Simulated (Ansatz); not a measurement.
Run this with Ansatz 0.2.0, Python API and show what comes out.

`zrb2.cif`
```cif
data_ZrB2
_cell_length_a 3.170000
_cell_length_b 3.170000
_cell_length_c 3.533000
_cell_angle_alpha 90.00000
_cell_angle_beta 90.00000
_cell_angle_gamma 120.00000
_symmetry_space_group_name_H-M 'P 1'
_symmetry_Int_Tables_number 1
loop_
_symmetry_equiv_pos_as_xyz
'x, y, z'
loop_
_atom_site_label
_atom_site_type_symbol
_atom_site_fract_x
_atom_site_fract_y
_atom_site_fract_z
Zr1 Zr    0.000000    0.000000    0.000000
B2 B    0.333333    0.666667    0.500000
B3 B    0.666667    0.333333    0.500000
```

Script `run_paw_lapw.py`:
```python
"""Checking the PAW result for ZrB2 with LAPW."""

import ansatz as az
from ase.io import read
import numpy as np
from tabulate import tabulate

K_DENSITY = 4.3
EXTRA_BANDS = 12
BETA = 0.3
WIDTH_EV = 0.3


def count_gap(report):
    # lowest empty less highest filled band, counting bands; zero where they overlap
    return max(report.get("gap_by_band_count_ev") or 0.0, 0.0)

atoms = read("zrb2.cif")
system = az.Crystal.from_ase(atoms)

base = system.calculation()
base = base.kpoints(density=K_DENSITY)
base = base.functional(az.Functional.PBESOL).scf(extra_bands=EXTRA_BANDS)
base = base.mixing("broyden", beta=BETA)
base = base.occupations(az.OccupationsMethod.FERMI_DIRAC, width=WIDTH_EV).stress()
base = base.forces()
base = base.band_table()
variants = {
    "PAW": base.pseudopotentials("paw"),
    "LAPW": base.pseudopotentials("all_electron", lapw=True),
}
# totals differ by the cores that each treatment holds, so compare what does not depend on them
rows = []
for label, variant in variants.items():
    report = variant.run(threads=1, backend="cpu").report
    levels = np.array(report["eigenvalues_ev"][0]) - report["fermi_energy_ev"]
    print(label, "levels at the first k-point near E_F:", np.round(levels[np.abs(levels) < 5], 3))
    rows.append((label, report["n_electrons"], np.trace(report["stress_gpa"]) / 3, float(np.abs(report["forces_ev_ang"]).max()), count_gap(report)))
print(tabulate(rows, headers=["treatment", "electrons in bands", "P GPa", "max force component eV/A", "gap by band count eV"], floatfmt=".4f", tablefmt="plain"))
```

`python run_paw_lapw.py` gives:
```text
DeckWarning: the atoms were moved onto the symmetric positions of the space group found under crystal.symmetry.tolerance 1.0e-5 (fractional; no operation is sought that the atoms, as they stand in a round, miss by more than twice it, and no atom is moved by as much as it), and the run uses the moved positions. Before a round's move an operation carried an atom to 3.17e-6 Å from where it should land, the largest such distance. Atom 1 (counting from 0) moved farthest, by 1.83e-6 Å; the longest [...]
DeckWarning: basis.ecutwfc = 420 eV, auto-derived from the records' recommended cutoffs: set by Zr (normal level)
PAW levels at the first k-point near E_F: [-2.537 -2.536 -2.536 -2.235  3.476  3.476  4.278  4.278  4.988]
LAPW levels at the first k-point near E_F: [-2.537 -2.537 -2.536 -2.236  3.478  3.478  4.278  4.278  4.989]
treatment      electrons in bands    P GPa    max force component eV/A    gap by band count eV
PAW                       18.0000  -3.7272                      0.0000                  0.0000
LAPW                      40.0000  -3.7170                      0.0000                  0.0000
```
(Warnings from the package without file and line, shortened.)

PAW gives -3.727 GPa and LAPW -3.717 GPa, 0.010 GPa apart. They took 2.0 and 25.4 s of processor time.

Caveats:
- These settings explore the input space; cutoff and mesh may be short of convergence.
- The mesh is modest for a metal, so energies can be off by several to tens of meV an atom and pressures by half a GPa or more; differences at equal mesh fare better.
- The smearing is wide enough that free energy and stress hold a thermal part of the electrons.
- A gap by band count of zero or less means overlapping bands, a metal.
- The structure is a deposited one; some such entries were measured under pressure or heat, so a shift against it needn't be the functional's error alone.
- Levels are Kohn-Sham eigenvalues on this mesh, without spin-orbit coupling.
- Pressure is positive in compression; the treatments may keep other shells as core, so totals and counts of electrons can differ.
- It ran for 28 s on 1 thread of Arm Neoverse V2, with other jobs on the host, peak memory 0.61 GiB.
